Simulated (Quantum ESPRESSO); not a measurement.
# SiC4 in Quantum ESPRESSO: the effect of functional

Crystal: SiC4.

```
CELL_PARAMETERS angstrom
-2.18822 2.18822 2.18822
2.18822 -2.18822 2.18822
2.18822 2.18822 -2.18822
ATOMIC_POSITIONS crystal
Si 0.00000 0.00000 0.00000
C 0.00000 0.00000 0.50000
C 0.00000 0.50000 0.00000
C 0.50000 0.00000 0.00000
C 0.50000 0.50000 0.50000
```

The cell was built by a generator and needn't be a form met in nature.

Alike in all runs:

* Program: Quantum ESPRESSO 7.5
* Task: phonons
* Cutoff: 1116 eV
* Density cutoff: 4463 eV
* k mesh: 9 × 9 × 9
* Occupations: cold, width 0.2 eV
* Spin: no spin polarisation

Each run relaxes the cell or the atoms first.

```csv
functional,potentials or basis,relaxed volume (Å³/atom),highest phonon frequency (cm⁻¹)
LDA,PseudoDojo 0.4.1 SR LDA standard,7.88,971
PBE,PseudoDojo 0.4.1 SR PBE standard,8.43,870
PBEsol,PseudoDojo 0.4.1 SR PBEsol standard,8.15,934
BLYP,PseudoDojo 0.4.1 SR PBE standard,8.97,748
WC,PseudoDojo 0.4.1 SR PBE standard,8.27,909
revPBE,PseudoDojo 0.4.1 SR PBE standard,?,?
vdW-DF-cx,PseudoDojo 0.4.1 SR PBE standard,8.35,895
```

What does the run with functional revPBE give?

Relaxed volume 8.48 Å³/atom; highest phonon frequency 857 cm⁻¹.

Caveats: some modes are imaginary; the potentials were made for another functional, which shifts forces and pressure (some runs).
